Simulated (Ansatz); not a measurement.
# C2H5AlF2O: one species, many methods

How much do the methods differ for C2H5AlF2O? The plan is to run it at one geometry with functionals of several rungs and with coupled cluster. The yardstick is the atomisation energy at the CCSD(T) limit.

Method: functionals in def2-TZVPP, the program's frozen cores in correlated methods; program: Ansatz 0.2.0, Gaussian basis.

The runs, in order: PBE-D4, r2SCAN-D4, PBE0-D4, B3LYP-D4, ωB97X-V, ωB97M-V, B2PLYP; CCSD(T)/def2-TZVPP; MP2/def2-QZVPP; extrapolation to the limit.

**1. Structure used throughout**

The geometry comes from an earlier relaxation with PBE0-D4 in a triple-zeta def2 set; it is a stationary point, not always the lowest conformer.

SMILES `[OH][Al]([F])[CH2]CF`, 11 atoms, charge 0, spin multiplicity 1.

Atoms are counted from 1 here; the program's logs count them from 0.

Bond lengths: O1–Al2 1.685 Å, O1–H7 0.955 Å, Al2–F3 1.649 Å, Al2–C4 1.942 Å, C4–C5 1.504 Å, C4–H8 1.097 Å, C4–H9 1.096 Å, C5–F6 1.391 Å, C5–H10 1.094 Å, C5–H11 1.094 Å. Angles: Al2–O1–H7 125.4°, O1–Al2–F3 120.1°, O1–Al2–C4 119.9°, F3–Al2–C4 120.1°, Al2–C4–C5 115.1°, Al2–C4–H8 107.8°, Al2–C4–H9 108.0°, C5–C4–H8 109.8°, C5–C4–H9 109.9°, H8–C4–H9 105.8°, C4–C5–F6 110.6°, C4–C5–H10 111.9°, C4–C5–H11 111.9°, F6–C5–H10 106.9°, F6–C5–H11 106.9°, H10–C5–H11 108.2°.

**2. PBE-D4 (GGA)**

Contents of in.yaml:

```yaml
crystal:
  periodic: [false, false, false]
  atoms:
    - {symbol: O, position_ang: [1.034269, 1.199181, -1.646276]}
    - {symbol: Al, position_ang: [0.751203, -0.390913, -1.164588]}
    - {symbol: F, position_ang: [1.346789, -1.643715, -2.057076]}
    - {symbol: C, position_ang: [-0.278689, -0.745190, 0.442900]}
    - {symbol: C, position_ang: [-0.739884, 0.478112, 1.186384]}
    - {symbol: F, position_ang: [-1.471307, 0.118731, 2.313994]}
    - {symbol: H, position_ang: [1.526749, 1.463877, -2.421087]}
    - {symbol: H, position_ang: [-1.143690, -1.356621, 0.159130]}
    - {symbol: H, position_ang: [0.329236, -1.376042, 1.102143]}
    - {symbol: H, position_ang: [0.100386, 1.086992, 1.532622]}
    - {symbol: H, position_ang: [-1.389661, 1.108587, 0.572554]}
basis:
  gaussian: {orbitals: def2-TZVPP}
hamiltonian: {xc: pbe, dispersion: d4}
output: {forces: true, orbitals: {seedname: orbitals}}
```

Launch:

```sh
$ ansatz run in.yaml --threads 4 --pin off --events-out ev --progress --plain --max-ram 10444MiB
```

Further steps of the session: r2SCAN-D4 (meta-GGA); PBE0-D4 (hybrid); B3LYP-D4 (hybrid); ωB97X-V (range-separated); ωB97M-V (range-separated); B2PLYP (double hybrid); CCSD(T) in def2-TZVPP; MP2 in def2-QZVPP.

Before running them: what should the planned runs give, taken together? Wanted: atomisation energy, CCSD(T)/CBS; farthest; mean size of error, hybrid; mean size of error, range-separated; gap, smallest and largest; T1 diagnostic; triples share of the correlation energy.

As calculated:

| quantity | value |
| --- | --- |
| atomisation energy, CCSD(T)/CBS | 1047.8 kcal/mol |
| functionals within 5.2 kcal/mol (0.5 %) | r2SCAN-D4, ωB97X-V, ωB97M-V |
| farthest | PBE-D4 (+15.4 kcal/mol) |
| mean size of error, hybrid | 8.6 kcal/mol |
| mean size of error, range-separated | 2.6 kcal/mol |
| gap, smallest and largest | 6.14 eV (PBE-D4), 12.75 eV (ωB97X-V) |
| T1 diagnostic | 0.0119 |
| triples share of the correlation energy | 3.2 % |

What this shows: PBE-D4 misses by +15.4 kcal/mol. Double hybrids carry the basis error of their MP2 part in triple zeta, and no dispersion term here, so their miss is partly the set-up's. The reference freezes the cores and leaves out relativity and excitations past (T), so misses under about 5.2 kcal/mol can't be ranked. Hartree-Fock recovers 73 % of the binding; the rest is correlation. The gap grows from 6.1 to 12.8 eV across the functionals, mostly with the share of exact exchange.
